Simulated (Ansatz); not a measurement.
# B2ClH2IO: the cost of one run

Method: UKS PBE/def2-SVP, in Ansatz 0.2.0.

**1. The system as given**

Bond lengths: B1–O2 1.510 Å, O2–B3 1.462 Å, B3–Cl4 1.852 Å, B3–I5 2.205 Å, B1–H6 1.216 Å, B1–H7 1.132 Å. Angles: B1–O2–B3 105.7°, O2–B1–H6 115.2°, O2–B1–H7 122.0°, H6–B1–H7 122.4°, O2–B3–Cl4 121.1°, O2–B3–I5 120.8°, Cl4–B3–I5 118.1°.

Coordinates:

```xyz
7

B     0.1657   -0.0125    1.2844
O    -0.9731   -0.0173    0.2930
B    -0.3497   -0.1110   -1.0262
Cl    0.0342   -1.7554   -1.7876
I     0.0874    1.7033   -2.2001
H     0.5523    1.0891    1.6246
H     0.5445   -0.9642    1.7662
```

**2. End point A**

input.yaml

```yaml
crystal:
  periodic: [false, false, false]
  atoms:
    - { symbol: B, position_ang: [0.1657, -0.0125, 1.2844] }
    - { symbol: O, position_ang: [-0.9731, -0.0173, 0.293] }
    - { symbol: B, position_ang: [-0.3497, -0.111, -1.0262] }
    - { symbol: Cl, position_ang: [0.0342, -1.7554, -1.7876] }
    - { symbol: I, position_ang: [0.0874, 1.7033, -2.2001] }
    - { symbol: H, position_ang: [0.5523, 1.0891, 1.6246] }
    - { symbol: H, position_ang: [0.5445, -0.9642, 1.7662] }
magnetization:
  spin_polarized: true
basis:
  gaussian: { orbitals: def2-SVP }
hamiltonian:
  xc: pbe
relax:
  f_tol: 0.02
  max_steps: 50
```

Run with:

```console
ansatz run input.yaml --threads 2 --pin off --max-ram 3072MiB --backend cpu --events-out ev --progress --plain --runs-dir out
```

Q: Estimate wall time and peak memory on 2 threads of Intel Xeon Platinum 8375C at 2.90GHz (Ice Lake), shared host.

About 50 s, with a peak of 0.19 GiB.
